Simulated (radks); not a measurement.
# Si with its nuclear charge varied continuously

What is the energy between the elements? 14 electrons are held in [Ne] 3s2 3p2 while Z is changed in small steps.

Program: radks (a radial shooting solver on a logarithmic mesh, Libxc functionals) version 1. Level of theory: Dirac Kohn-Sham, PBE, spin-unpolarised, spherical densities, point nucleus; open shells fill j = l - 1/2 first. These are calculated values, not measurements, unless marked.

## 1. The atom as given

| Quantity | Value |
| --- | --- |
| element | silicon (Z = 14) |
| charge | 0 |
| electrons | 14 |
| configuration | [Ne] 3s2 3p2 |

## 2. Z = 14

The run's settings:

```text
Z 14
configuration [Ne] 3s2 3p2
relativity Dirac
functional pbe,pbe
spin unpolarised
j_filling energy
nucleus point
c 137.035999084
```

## 3. Z = 13.75

Settings, as their differences from step 2:

```diff
@@ -1,2 +1,2 @@
-Z 14
+Z 13.75
 configuration [Ne] 3s2 3p2
```

## 4. Z = 14.25

Settings, as their differences from step 3:

```diff
@@ -1,2 +1,2 @@
-Z 13.75
+Z 14.25
 configuration [Ne] 3s2 3p2
```

## 5. Z = 14.5

Settings, as their differences from step 4:

```diff
@@ -1,2 +1,2 @@
-Z 14.25
+Z 14.5
 configuration [Ne] 3s2 3p2
```

## 6. Z = 14.75

Settings, as their differences from step 5:

```diff
@@ -1,2 +1,2 @@
-Z 14.5
+Z 14.75
 configuration [Ne] 3s2 3p2
```

## 7. Z = 15

Settings, as their differences from step 6:

```diff
@@ -1,2 +1,2 @@
-Z 14.75
+Z 15
 configuration [Ne] 3s2 3p2
```

Before running it: what results should come out? Wanted: for each run, Z; E; E(electron-nucleus)/Z; highest level; its energy; <r>.

As calculated:

```tsv
Z	E (hartree)	E(electron-nucleus)/Z (hartree)	highest level	its energy (eV)	<r> (bohr)
13.75	-277.62332	-48.2903	3p1/2	-2.193	3.064
14	-289.83876	-49.4327	3p1/2	-4.090	2.791
14.25	-302.33946	-50.5725	3p1/2	-6.260	2.578
14.5	-315.12488	-51.7105	3p1/2	-8.682	2.405
14.75	-328.19463	-52.8473	3p1/2	-11.346	2.259
15	-341.54844	-53.9831	3p1/2	-14.241	2.133
```

At Z = 14 the central difference of E is -49.432 hartree, against -49.433 from the Hellmann-Feynman theorem. The top level goes from -2.193 eV at Z = 13.75 to -14.241 eV at Z = 15.
